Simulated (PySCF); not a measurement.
# [Er(NH3)]3+: other functionals and bases at one geometry

How far do other levels of theory move the description of [Er(NH3)]3+, and what does each cost? The structure is generated, not taken from experiment.

Method: several levels, as the steps say, no spin–orbit coupling; program: PySCF 2.14.0.

1 further run of the same task is left out (for a known fault of the program).

### Step 1. The starting structure

5 atoms, charge 3, spin multiplicity 1.

Bond lengths: Er1–N2 2.284 Å, N2–H3 1.049 Å, N2–H4 1.049 Å, N2–H5 1.049 Å. Angles: Er1–N2–H3 116.1°, Er1–N2–H4 116.1°, Er1–N2–H5 116.1°, H3–N2–H4 102.1°, H3–N2–H5 102.1°, H4–N2–H5 102.1°.

Coordinates:

```
atom    x (Å)    y (Å)    z (Å)
 Er1   0.0000   0.0000  -0.1167
  N2   0.0000   0.0000   2.1671
  H3   0.9419   0.0000   2.6285
  H4  -0.4710   0.8157   2.6285
  H5  -0.4709  -0.8158   2.6285
```

Formal oxidation states: Er +3. Each metal's 11 4f electrons lie in its core potential, so multiplicities, spins and levels count the valence alone. An earlier session relaxed this geometry at PBE0, Er lcecp-1-SVP with ECP57, N def2-SVP, H def2-SVP (singlet, point group C3v).

At PBE0 on the finer grid: E = -93.349599 Eh, HOMO -28.18 eV, LUMO -20.43 eV, Mulliken charge on Er1 +2.46 e, largest force component 0.006 eV/Å. 

Levels to run: wB97X; BLYP; PBE0, TZVP. Hardware: 2 threads of Arm Neoverse V1, shared host.

### Step 2. wB97X

The input, run.py (the lines that set the calculation):

```python
mol = gto.M(atom='''
Er     0.00000     0.00000    -0.11672
N      0.00000     0.00000     2.16711
H      0.94193     0.00004     2.62852
H     -0.47100     0.81572     2.62852
H     -0.47094    -0.81576     2.62852''',
    basis={'Er': 'lcecp-1-SVP', 'N': 'def2-SVP', 'H': 'def2-SVP'},
    ecp={'Er': 'lcecp-1-SVP'},
    charge=3, spin=0)
mf = dft.RKS(mol, xc='WB97X')
mf.grids.atom_grid = (75, 302)  # f atoms: unpruned, at least (60, 302)
mf = mf.density_fit()  # fitting sets: Er AutoAux, N def2-universal-JKFIT, H def2-universal-JKFIT
mf.conv_tol = 1e-08; mf.max_cycle = 55
mf.kernel(dm0)  # dm0: the density of the relaxed state
```

Started as:

```sh
OMP_NUM_THREADS=2 python run.py
```

### Step 3. BLYP

Changes to run.py (the lines that set the calculation) since step 2:

```diff
@@ -9,3 +9,3 @@
     charge=3, spin=0)
-mf = dft.RKS(mol, xc='WB97X')
+mf = dft.RKS(mol, xc='BLYP')
 mf.grids.atom_grid = (75, 302)  # f atoms: unpruned, at least (60, 302)
```

### Step 4. PBE0, TZVP

Basis: Er lcecp-1-TZVP with ECP57, N def2-TZVP, H def2-TZVP. 

The input, run.py (the lines that set the calculation):

```python
mol = gto.M(atom='''
Er     0.00000     0.00000    -0.11672
N      0.00000     0.00000     2.16711
H      0.94193     0.00004     2.62852
H     -0.47100     0.81572     2.62852
H     -0.47094    -0.81576     2.62852''',
    basis={'Er': 'lcecp-1-TZVP', 'N': 'def2-TZVP', 'H': 'def2-TZVP'},
    ecp={'Er': 'lcecp-1-TZVP'},
    charge=3, spin=0)
mf = dft.RKS(mol, xc='PBE0')
mf.grids.atom_grid = (75, 302)  # f atoms: unpruned, at least (60, 302)
mf = mf.density_fit()  # fitting sets: Er AutoAux, N def2-universal-JKFIT, H def2-universal-JKFIT
mf.conv_tol = 1e-08; mf.max_cycle = 55
mf.kernel(dm0)  # dm0: free metal ions and neutral atoms
```

**Question.** What will these runs give? Wanted: for each run, HOMO; gap; charge on Er1; dipole; largest force.

As calculated:

| level | state | HOMO (eV) | gap (eV) | charge on Er1 (e) | dipole (D) | largest force (eV/Å) | basis functions | time |
| --- | --- | --- | --- | --- | --- | --- | --- | --- |
| PBE0 (relaxed here) | singlet | -28.18 | 7.76 | 2.46 | 4.02 | 0.01 | 62 | 3.9 s |
| wB97X | singlet | -30.50 | 12.77 | 2.49 | 3.67 | 0.15 | 62 | 2.7 s |
| BLYP | singlet | -26.64 | 5.04 | 2.39 | 4.37 | 0.41 | 62 | 2 s |
| PBE0, TZVP | singlet | -28.09 | 7.71 | 2.55 | 4.09 | 0.31 | 96 | 5.4 s |

Times are on 2 threads of Arm Neoverse V1, shared host; the first row also made further properties. The dipole of a charged species depends on the origin, so these sizes hold for this origin alone.

In one basis the HOMO–LUMO gap runs from 5.04 eV (BLYP) to 12.77 eV (wB97X). The largest leftover force, 0.41 eV/Å with BLYP, stands at a geometry relaxed at another level. The Mulliken charge on Er spans +2.39 to +2.55 e over the levels. With 4f in the core, its levels are missing from HOMO and gap. Total energies of different levels can't be compared. Spin–orbit coupling is left out throughout.
